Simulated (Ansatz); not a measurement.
# Zr3F2: the cost of one run

Computed with Ansatz 0.2.0 (DFT PBE, scalar-relativistic, plane waves, PAW, unless a step's input says otherwise).

1 further run of the same task is left out (it didn't finish).

### Step 1. Starting point

Symmetry: P6/mmm, No. 191, hexagonal system. The conventional cell has a = 5.439 Å, b = 5.439 Å, c = 4.320 Å, α = 90.00°, β = 90.00°, γ = 120.00°. Around Zr (site symmetry mmm) lie 4 Zr at 2.72 Å and 2 F at 2.72 Å. Around F (site symmetry 6/mmm) lie 2 F at 2.16 Å. F (site symmetry 6/mmm) has 2 F at 2.16 Å and 6 Zr at 2.72 Å as nearest neighbours.

As a file:

```
Zr F
1.0
     5.43921    0.00000    0.00000
    -2.71960    4.71049    0.00000
     0.00000    0.00000    4.32042
Zr F
3 2
Direct
  0.50000 0.00000 0.00000
  0.00000 0.50000 0.00000
  0.50000 0.50000 0.00000
  0.00000 0.00000 0.50000
  0.00000 0.00000 0.00000
```

The cell was relaxed beforehand at this level, from a generated guess; it needn't be the stable form of this composition. At a tolerance of 0.05 Å it has space group P6/mmm (No. 191); it has 22.14 Å³/atom, an uncorrected energy of +0.20 eV/atom over the elements.

### Step 2. Static run: bands, density of states and charges

File input.yaml:

```yaml
crystal:
  lattice:
    - [5.4392051878, 0.0, 0.0]
    - [-2.7196025939, 4.710489869, 0.0]
    - [0.0, 0.0, 4.3204209497]
  atoms:
    - { symbol: Zr, position: [0.5, 0.0, 0.0] }
    - { symbol: Zr, position: [0.0, 0.5, 0.0] }
    - { symbol: Zr, position: [0.5, 0.5, 0.0] }
    - { symbol: F, position: [0.0, 0.0, 0.5] }
    - { symbol: F, position: [0.0, 0.0, 0.0] }
basis:
  ecutwfc: 420
kpoints:
  mp_grid: { grid: [12, 12, 10] }
  band_path:
    path:
      - [[0.0, 0.0, 0.0], [0.5, 0.0, 0.0], [0.33333333, 0.33333333, 0.0], [0.0, 0.0, 0.0], [0.0, 0.0, 0.5], [0.5, 0.0, 0.5], [0.33333333, 0.33333333, 0.5], [0.0, 0.0, 0.5]]
      - [[0.5, 0.0, 0.5], [0.5, 0.0, 0.0]]
      - [[0.33333333, 0.33333333, 0.5], [0.33333333, 0.33333333, 0.0]]
    npoints: 14
hamiltonian:
  xc: pbe
scf:
  occupations: { method: gaussian, width: 0.1 }
  n_extra_bands: 12
output:
  forces: true
  stress: true
  eigenvalues: true
  populations: true
  dos: { projected: true, de: 0.02, nscf_kmesh: { grid: [15, 15, 12] } }
  bader: true
```

The run is started by

```
> ansatz run input.yaml --threads 1 --pin off --max-ram 2560MiB --backend cpu --events-out ev --progress --plain --runs-dir out
```

What time and memory should one allow on 1 thread of Intel Xeon Platinum 8259CL at 2.50GHz (Skylake/Cascade Lake), shared host?

About 2.3 min, with a peak of 0.8 GiB.
